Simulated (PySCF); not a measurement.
# C3H10BP: the cost of one run

The runs use PySCF 2.14.0, with density-fitted response routines of our own; the level of theory stands in each step. All values are computed, except where a source is named. Atoms count from 0, in the outputs and in this text.

## (1) The molecule as given

15 atoms, charge 0, multiplicity 1; geometry from: GFN2-xTB. The atoms were then displaced at random by about 0.01 Å, so the start is not that level's minimum.

Bonds of the start (Å): C0–C1 1.50, C1–B2 1.57, B2–C3 1.61, B2–P4 1.89, C0–H5 1.08, C0–H6 1.09, C0–H7 1.12, C1–H8 1.09, C1–H9 1.08, C3–H10 1.10, C3–H11 1.06, C3–H12 1.07, P4–H13 1.36, P4–H14 1.37.

## (2) Geometry optimisation at PBE0-D3(BJ)/def2-SVP

The job: settings as JSON, then the geometry in Å.

```
{"job": {"xc": "PBE0", "basis": "def2-SVP", "d3": "d3bj", "grid": 1, "shake": 0.01, "kind": "geom"}, "charge": 0, "multiplicity": 1}
C     -1.936540     0.515570     0.241220
C     -0.963100    -0.397790    -0.450380
B      0.553400    -0.120140    -0.166290
C      1.634470    -1.311080    -0.218720
P      1.171050     1.578280     0.402710
H     -1.879590     0.457230     1.315960
H     -2.968720     0.296440    -0.050360
H     -1.748480     1.584170    -0.036070
H     -1.221170    -1.421120    -0.183510
H     -1.101970    -0.314720    -1.523090
H      1.224200    -2.180670    -0.755260
H      2.576030    -1.036220    -0.622000
H      1.767730    -1.638300     0.796040
H      2.365320     1.613970    -0.252410
H      0.512030     2.357000    -0.516390
```

On the command line:

```bash
> OMP_NUM_THREADS=1 python probes_run.py task.json out
```

The driver reads the jobs from task.json and runs them one after another.

Q: Estimate the wall time and peak memory of this first job on 1 thread of Arm Neoverse V2, shared host.

About 56 s, with a peak of 0.52 GiB.
